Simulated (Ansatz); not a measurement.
**CAM-B3LYP/cc-pVDZ run of C2H4O2Si (SMILES C=C1O[SiH2]O1)**

Aim: the vertical ionisation energy of C2H4O2Si at CAM-B3LYP/cc-pVDZ, from 2 runs. 

The calculation is run with Ansatz 0.2.0.

56 further runs of the same task are left out: 56 set aside as unsound or not needed. Runs told in other sessions of the task aren't counted.

### 1 Starting point

C2H4O2Si has 9 atoms, charge 0, and is taken as a singlet. As SMILES, `C=C1O[SiH2]O1`. Geometry: relaxed at PBE0-D4/def2-TZVP.

Bond lengths: C1–C2 1.319 Å, C2–O3 1.381 Å, O3–Si4 1.676 Å, C2–O5 1.381 Å, Si4–O5 1.676 Å, C1–H6 1.079 Å, C1–H7 1.079 Å, Si4–H8 1.478 Å, Si4–H9 1.478 Å. Some angles: C1–C2–O3 128.1°, C1–C2–O5 128.1°, O3–C2–O5 103.9°, C2–O3–Si4 87.6°, O3–Si4–O5 80.9°, C2–O5–Si4 87.6°, C2–C1–H6 119.7°, C2–C1–H7 119.7°, O3–Si4–H8 115.3°, O3–Si4–H9 115.3°.

### 2 The energy at CAM-B3LYP/cc-pVDZ

molecule.yaml reads:

```yaml
basis:
  gaussian:
    orbitals: cc-pVDZ
crystal:
  periodic: [false, false, false]
  atoms:
    - {symbol: C, position_ang: [0.527300, 1.358500, -1.129600]}
    - {symbol: C, position_ang: [0.157300, 0.383100, -0.322900]}
    - {symbol: O, position_ang: [-0.585200, 0.473600, 0.838200]}
    - {symbol: Si, position_ang: [-0.440000, -1.190500, 0.978300]}
    - {symbol: O, position_ang: [0.421700, -0.967300, -0.442100]}
    - {symbol: H, position_ang: [0.243100, 2.374800, -0.904500]}
    - {symbol: H, position_ang: [1.111300, 1.132600, -2.008400]}
    - {symbol: H, position_ang: [-1.701100, -1.949600, 0.840800]}
    - {symbol: H, position_ang: [0.354100, -1.661500, 2.132900]}
hamiltonian:
  xc: {name: CAM-B3LYP}
output: {orbitals: {seedname: orbitals}}
accuracy: high
magnetization:
  spin_polarized: false
  initial_magnetization: 0
```

Launch:

```
ansatz run molecule.yaml --threads 1 --pin off --max-ram 3480MiB --events-out events.jsonl --progress --plain --runs-dir runs
```

Output:

```text
Warning: RAYON_NUM_THREADS=1 ignored (pool sized by the plan → 1); use --threads N
Functional definition: CAM-B3LYP
  name "CAM-B3LYP"
  parameter alpha = 0.19
  parameter beta = 0.46
  parameter omega = 0.33/bohr
  parameter ac = 0.81
  exchange = (1 - alpha - beta)*b88_x + beta*b88_x_sr(omega) + alpha*exact_x + beta*exact_x_lr(omega)
  correlation = (1 - ac)*vwn5_c + ac*lyp_c
2196 factors; integrals over basis functions are off by at most 3.5e-9 eV
423 factors; integrals over basis functions are off by at most 1.9e-9 eV
mean field evaluation 1: about -14102.7261 eV, gradient 5.4e1 eV
mean field evaluation 2: about -14102.2509 eV, gradient 5.8e1 eV
mean field evaluation 4: about -14108.4113 eV, gradient 1.7e0 eV
mean field evaluation 8: about -14108.6205 eV, gradient 1.6e-1 eV
mean field evaluation 16: about -14108.6206 eV, gradient 1.2e-4 eV
mean field -14108.62059125 eV, -518.4822435619 hartree, gradient 1.3e-8 eV, S^2 0.000000; 0 other end points of the search recorded, 0 dependent functions left out
reference -14108.62061138 eV, -518.4822443017 hartree; 23, 23 occupied and 71, 71 virtual orbitals, 2196 factors
Total energy: -14108.62061138 eV, -518.4822443017 hartree
```

Wall time 12 s (1 thread of Arm Neoverse V1, shared host); peak memory 0.38 GiB.

### 3 The doublet cation

run.yaml reads:

```yaml
crystal:
  periodic: [false, false, false]
  atoms:
    - {symbol: C, position_ang: [0.527300, 1.358500, -1.129600]}
    - {symbol: C, position_ang: [0.157300, 0.383100, -0.322900]}
    - {symbol: O, position_ang: [-0.585200, 0.473600, 0.838200]}
    - {symbol: Si, position_ang: [-0.440000, -1.190500, 0.978300]}
    - {symbol: O, position_ang: [0.421700, -0.967300, -0.442100]}
    - {symbol: H, position_ang: [0.243100, 2.374800, -0.904500]}
    - {symbol: H, position_ang: [1.111300, 1.132600, -2.008400]}
    - {symbol: H, position_ang: [-1.701100, -1.949600, 0.840800]}
    - {symbol: H, position_ang: [0.354100, -1.661500, 2.132900]}
basis:
  gaussian: {orbitals: cc-pVDZ}
total_charge: 1
magnetization: {spin_polarized: true, initial_magnetization: 1}
hamiltonian: {xc: {name: CAM-B3LYP}}
accuracy: high
output: {orbitals: {seedname: orbitals}}
```

Launch:

```
ansatz run run.yaml --threads 1 --pin off --max-ram 3480MiB --events-out events.jsonl --progress --plain --runs-dir runs
```

Output (excerpt; [...] marks lines left out):

```text
Warning: RAYON_NUM_THREADS=1 ignored (pool sized by the plan → 1); use --threads N
[... 8 set-up lines as earlier in the session ...]
2195 factors; integrals over basis functions are off by at most 3.5e-9 eV
423 factors; integrals over basis functions are off by at most 1.9e-9 eV
mean field evaluation 1: about -14086.2323 eV, gradient 5.4e1 eV
mean field evaluation 2: about -14080.6429 eV, gradient 6.9e1 eV
mean field evaluation 4: about -14099.4727 eV, gradient 4.3e0 eV
mean field evaluation 8: about -14099.8287 eV, gradient 2.7e-1 eV
mean field evaluation 16: about -14099.8298 eV, gradient 9.3e-4 eV
mean field -14099.82983012 eV, -518.1591890489 hartree, gradient 3.4e-8 eV, S^2 0.755052; 0 other end points of the search recorded, 0 dependent functions left out
reference -14099.82985030 eV, -518.1591897907 hartree; 23, 22 occupied and 71, 72 virtual orbitals, 2195 factors
Total energy: -14099.82985030 eV, -518.1591897907 hartree
```

Wall time 19 s (1 thread of Arm Neoverse V1, shared host); peak memory 0.53 GiB.

### 4 Outcome

Level: CAM-B3LYP/cc-pVDZ.

```
                                          quantity          value
                    singlet C2H4O2Si: total energy  -518.48224 Eh
                     singlet C2H4O2Si: HOMO energy       -7.77 eV
                     singlet C2H4O2Si: LUMO energy        0.52 eV
                   singlet C2H4O2Si: HOMO–LUMO gap        8.29 eV
                      doublet cation: total energy  -518.15919 Eh
doublet cation: HOMO energy (highest over α and β)      -15.69 eV
 doublet cation: LUMO energy (lowest over α and β)       -9.82 eV
                              doublet cation: ⟨S²⟩          0.755
vertical ionisation energy (to the doublet cation)       8.791 eV
```

Removing an electron at fixed nuclei costs 8.79 eV (848 kJ/mol). The negative HOMO energy of the first species, 7.77 eV, lies 1.02 eV below that difference.
